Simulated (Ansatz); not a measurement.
# ReSbP: the cost of one run

Computed with Ansatz 0.2.0 (DFT PBE, scalar-relativistic, plane waves, PAW, unless a step's input says otherwise).

**1. The structure to begin with**

Symmetry: P-6m2, No. 187, hexagonal system. The conventional cell has a = 4.116 Å, b = 4.116 Å, c = 4.534 Å, α = 90.00°, β = 90.00°, γ = 120.00°. Re (site symmetry -6m2) is surrounded by 3 P at 2.38 Å. Sb (site symmetry -6m2) has 6 Re at 3.28 Å and 6 P at 3.28 Å in its first shell of neighbours. P (site symmetry -6m2) is surrounded by 3 Re at 2.38 Å and 6 Sb at 3.28 Å.

Coordinates:

```xyz
3
Lattice="4.1157 0.0000 0.0000 -2.0579 3.5643 0.0000 0.0000 0.0000 4.5342" Properties=species:S:1:pos:R:3 pbc="T T T"
Re    0.0000    0.0000    2.2671
Sb    2.0579    1.1881    0.0000
P     0.0000    2.3762    2.2671
```

The cell is invented: species swapped into a database cell of SrPPt (P-6m2, No. 187), with Sb on the Sr sites and Re on the Pt sites. Lengths come from tabulated atomic sizes and are only a guess.

**2. A first look at the guess**

The input, input.yaml:

```yaml
crystal:
  lattice:
    - [4.11570629, 0.0, 0.0]
    - [-2.05785314, 3.5643062, 0.0]
    - [0.0, 0.0, 4.53424287]
  atoms:
    - { symbol: Re, position: [0.0, 0.0, 0.5] }
    - { symbol: Sb, position: [0.66666667, 0.33333333, 0.0] }
    - { symbol: P, position: [0.33333333, 0.66666667, 0.5] }
basis:
  ecutwfc: 420
kpoints:
  mp_grid: { grid: [6, 6, 4] }
hamiltonian:
  xc: pbe
scf:
  occupations: { method: gaussian, width: 0.1 }
  lower_state_search: "off"
output:
  forces: true
  stress: true
  eigenvalues: true
```

Launch:

```console
> ansatz run input.yaml --threads 1 --pin off --max-ram 2560MiB --backend cpu --events-out ev --progress --plain --runs-dir out
```

Q: Estimate wall time and peak memory on 1 thread of Arm Neoverse N1, shared host.

About 5 s, with a peak of 0.34 GiB.
